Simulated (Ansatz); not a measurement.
Working through a geometry optimisation of H₄INO₂Si, SMILES N[Si](O)(O)I

With Ansatz 0.2.0, Python API.

Contents of `h4ino2si.xyz`:
```text
9

N     0.34170    0.99930   -0.78960
Si   -0.12480   -0.32780    0.06450
O     1.27680   -0.92810    0.55730
O    -0.93290    0.22420    1.32540
I    -1.34720   -1.86550   -1.32780
H    -0.49630    1.69980   -0.75380
H     0.40860    0.79670   -1.77880
H     2.05240   -0.24640    0.58240
H    -1.09000   -0.39850    2.10320
```

Typed at the interpreter:
```pycon
>>> import ansatz as az
>>> import numpy as np
>>> import pandas as pd
>>> BASIS_SET = "def2-SVP"
>>> FUNCTIONAL = "pbe0"
>>> geometry = az.Crystal.molecule_from_extxyz("h4ino2si.xyz")
>>> calculation = (
...     geometry.calculation()
...     .basis(gaussian=BASIS_SET)  # atom-centred Gaussian functions
...     .functional(FUNCTIONAL)
... )
>>> symbols = [site.symbol for site in geometry.cartesian_sites]
>>> start = np.array([site.position_ang for site in geometry.cartesian_sites], dtype=float)
>>> def progress(event):
...     if event["event"] == "relax_step":
...         row = event["data"]
...         print(f"step {row['step']:3d}  E = {row['lagrangian_ev']:.6f} eV  largest force component {row['allowed_force_max_ev_ang']:.4f} eV/A")
...
>>> report = calculation.relax(force_tolerance=0.005).session().plan().execute(on_event=progress).report
step   1  E = -21615.591775 eV  largest force component 4.1847 eV/A
step   2  E = -21616.242447 eV  largest force component 1.2791 eV/A
step   3  E = -21616.352594 eV  largest force component 0.4005 eV/A
step   4  E = -21616.373562 eV  largest force component 0.7193 eV/A
step   5  E = -21616.390661 eV  largest force component 0.2259 eV/A
step   6  E = -21616.391682 eV  largest force component 0.6428 eV/A
step   7  E = -21616.393796 eV  largest force component 0.6777 eV/A
step   8  E = -21616.392834 eV  largest force component 0.3659 eV/A
step   9  E = -21616.411433 eV  largest force component 0.3031 eV/A
step  10  E = -21616.412527 eV  largest force component 0.2427 eV/A
step  11  E = -21616.400371 eV  largest force component 0.5708 eV/A
step  12  E = -21616.414486 eV  largest force component 0.0195 eV/A
step  13  E = -21616.414493 eV  largest force component 0.0191 eV/A
step  14  E = -21616.414569 eV  largest force component 0.0099 eV/A
step  15  E = -21616.414559 eV  largest force component 0.0105 eV/A
step  16  E = -21616.414592 eV  largest force component 0.0023 eV/A
>>> end = np.array(report["positions_ang"])
>>> print(f"E = {report['free_energy_ev']:.6f} eV = {report['free_energy_ev'] / 27.211386246:.7f} Ha")
E = -21616.414616 eV = -794.3885850 Ha
>>> print("converged:", report["converged"], " doubts:", report["published_state_doubts"] or "none")
converged: True  doubts: none
>>> print("final positions (A) and the move of each atom")
final positions (A) and the move of each atom
>>> for symbol, xyz, old in zip(symbols, end, start):
...     print(f"{symbol:2s} {xyz[0]:10.5f} {xyz[1]:10.5f} {xyz[2]:10.5f}   {np.linalg.norm(xyz - old):7.4f}")
...
N     0.15922    1.12332   -0.85535    0.2302
Si   -0.05390   -0.28609    0.07638    0.0831
O     1.40036   -1.02485    0.32962    0.2765
O    -0.84086    0.21656    1.43604    0.1441
I    -1.39759   -2.08560   -0.93795    0.4505
H    -0.58386    1.81278   -0.88301    0.1927
H     0.66367    1.08096   -1.73327    0.3846
H     2.08735   -0.42732    0.64749    0.1954
H    -1.34608   -0.45606    1.90285    0.3302
>>> charges = report["charge_distribution"]
>>> table = pd.DataFrame({"atom": symbols, "mulliken": charges["mulliken_charges_e"], "lowdin": charges["lowdin_charges_e"]})
>>> table.round(3)
  atom  mulliken  lowdin
0    N    -0.382   0.036
1   Si     0.734  -0.155
2    O    -0.386   0.058
3    O    -0.393   0.063
4    I    -0.281  -0.014
5    H     0.153   0.019
6    H     0.148   0.015
7    H     0.200  -0.007
8    H     0.206  -0.014
>>> print("dipole (e A):", np.round(charges["dipole_moment_e_ang"], 4) + 0.0)
dipole (e A): [0.153  0.4394 0.0272]
```

Caveats:
- Total energies depend on the basis set; only differences at equal settings carry meaning.
- The end point is the stationary point reached from this start; no frequency run checks that it is a minimum, and the basis set is modest.
- def2 sets replace the cores of elements past krypton by effective core potentials.
- The Löwdin charges here are taken after orthogonalising the functions within each atom; they differ from plain Löwdin charges, and their signs can be unphysical.
- Wall time of the script: 66 s on 1 thread of Intel(R) Xeon(R) 6975P-C (Granite Rapids), with other jobs on the host, peak memory 0.38 GiB.
